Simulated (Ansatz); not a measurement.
# C₃H₅BCl₂: one species, many methods

The task here is to estimate one member of a computed series from the others.

Computed with Ansatz 0.2.0, Gaussian basis. Level: functionals in def2-TZVPP, the program's frozen cores in correlated methods.

The runs, in order: LDA (SPW92), PBE-D4, revPBE-D4, BLYP-D4, r2SCAN-D4, B97M-V, PBE0-D4, B3LYP-D4, r2SCANh-D4, r2SCAN0-D4, HSE06-D4, BHLYP-D4, CAM-B3LYP-D4, LC-ωPBE, ωB97X-V, ωB97M-V, B2PLYP, PBE-QIDH; CCSD(T)/def2-SVP; CCSD(T)/def2-TZVPP; MP2/def2-QZVPP; extrapolation to the limit; RPA on PBE.

**The relaxed structure**

All runs share one geometry, relaxed beforehand with PBE0-D4 in a triple-zeta def2 set.

11 atoms, charge 0, spin multiplicity 1.

Atoms are counted from 1 here; the program's logs count them from 0.

Bond lengths: B1–C2 1.527 Å, B1–H7 1.198 Å, B1–H8 1.191 Å, C2–Cl3 1.755 Å, C2–C4 1.526 Å, C2–C5 1.542 Å, C4–C5 1.468 Å, C4–H9 1.082 Å, C4–H10 1.083 Å, C5–Cl6 1.734 Å, C5–H11 1.081 Å. Angles: C2–B1–H7 117.2°, C2–B1–H8 122.1°, H7–B1–H8 120.7°, B1–C2–Cl3 118.1°, B1–C2–C4 119.3°, B1–C2–C5 114.7°, Cl3–C2–C4 115.8°, Cl3–C2–C5 117.4°, C4–C2–C5 57.2°, C2–C4–C5 61.9°, C2–C4–H9 114.2°, C2–C4–H10 118.1°, C5–C4–H9 116.6°, C5–C4–H10 119.2°, H9–C4–H10 115.8°, C2–C5–C4 60.9°, C2–C5–Cl6 120.1°, C2–C5–H11 115.9° and more.

As a file:

```mol
C3H5BCl2
  3D, bonds by distance, orders not assigned

 11 11  0  0  0  0  0  0  0  0999 V2000
   -1.2748   -0.5415    0.9102 B   0  0
   -0.4983    0.0420   -0.2681 C   0  0
   -1.4099    0.7188   -1.6063 Cl  0  0
    0.8695   -0.5356   -0.6200 C   0  0
    0.8247    0.7364    0.1123 C   0  0
    1.2795    2.2217   -0.6590 Cl  0  0
   -0.6362   -0.9985    1.8144 H   0  0
   -2.4653   -0.5377    0.9475 H   0  0
    1.1177   -0.4804   -1.6720 H   0  0
    1.1937   -1.4311   -0.1048 H   0  0
    1.0650    0.7490    1.1663 H   0  0
  1  2  8  0
  2  3  8  0
  2  4  8  0
  4  5  8  0
  5  6  8  0
  1  7  8  0
  1  8  8  0
  4  9  8  0
  4 10  8  0
  5 11  8  0
  2  5  8  0
M  END
```

The first run:

Contents of in.yaml:

```yaml
crystal:
  periodic: [false, false, false]
  atoms:
    - {symbol: B, position_ang: [-1.274822, -0.541543, 0.910170]}
    - {symbol: C, position_ang: [-0.498335, 0.041991, -0.268083]}
    - {symbol: Cl, position_ang: [-1.409915, 0.718774, -1.606328]}
    - {symbol: C, position_ang: [0.869467, -0.535637, -0.620026]}
    - {symbol: C, position_ang: [0.824660, 0.736409, 0.112341]}
    - {symbol: Cl, position_ang: [1.279464, 2.221688, -0.659026]}
    - {symbol: H, position_ang: [-0.636208, -0.998483, 1.814366]}
    - {symbol: H, position_ang: [-2.465292, -0.537712, 0.947510]}
    - {symbol: H, position_ang: [1.117744, -0.480444, -1.671976]}
    - {symbol: H, position_ang: [1.193653, -1.431058, -0.104845]}
    - {symbol: H, position_ang: [1.064983, 0.749014, 1.166295]}
basis:
  gaussian: {orbitals: def2-TZVPP}
hamiltonian: {xc: lda}
output: {orbitals: {seedname: orbitals}}
```

Among the steps run: LDA; PBE-D4 (GGA); revPBE-D4 (GGA); BLYP-D4 (GGA); r2SCAN-D4 (meta-GGA); B97M-V (meta-GGA); PBE0-D4 (hybrid); B3LYP-D4 (hybrid); r2SCANh-D4 (hybrid); r2SCAN0-D4 (hybrid); HSE06-D4 (hybrid); BHLYP-D4 (hybrid); CAM-B3LYP-D4 (range-separated); LC-ωPBE (range-separated); ωB97X-V (range-separated); ωB97M-V (range-separated); B2PLYP (double hybrid); PBE-QIDH (double hybrid).

One of the session's tables, all rows but one given; the rest of the session is left out.

It belongs to the step «Frontier levels by functional». 

```
  functional  HOMO (eV)  LUMO (eV)  gap (eV)
 LDA (SPW92)      -6.87      -3.12      3.75
      PBE-D4      -6.71      -2.83      3.88
   revPBE-D4      -6.64      -2.71      3.93
     BLYP-D4      -6.56      -2.67      3.88
   r2SCAN-D4      -6.96      -2.50      4.45
      B97M-V      -7.07      -2.59      4.48
     PBE0-D4      -7.97      -1.86      6.11
    B3LYP-D4      -7.73      -2.08      5.66
  r2SCANh-D4      -7.43      -2.17      5.26
  r2SCAN0-D4      -8.13      -1.67      6.47
    HSE06-D4          ?          ?         ?
    BHLYP-D4      -9.11      -0.84      8.26
CAM-B3LYP-D4      -9.31      -0.78      8.53
     LC-ωPBE     -10.69       0.42     11.10
     ωB97X-V     -10.32       0.30     10.62
     ωB97M-V     -10.18       0.06     10.24
```

Q: Estimate the row for HSE06-D4 from the others.

As computed: HOMO (eV): -7.57; LUMO (eV): -2.24; gap (eV): 5.33. In the column «HOMO (eV)» it lies between B3LYP-D4 (-7.73) and r2SCANh-D4 (-7.43).
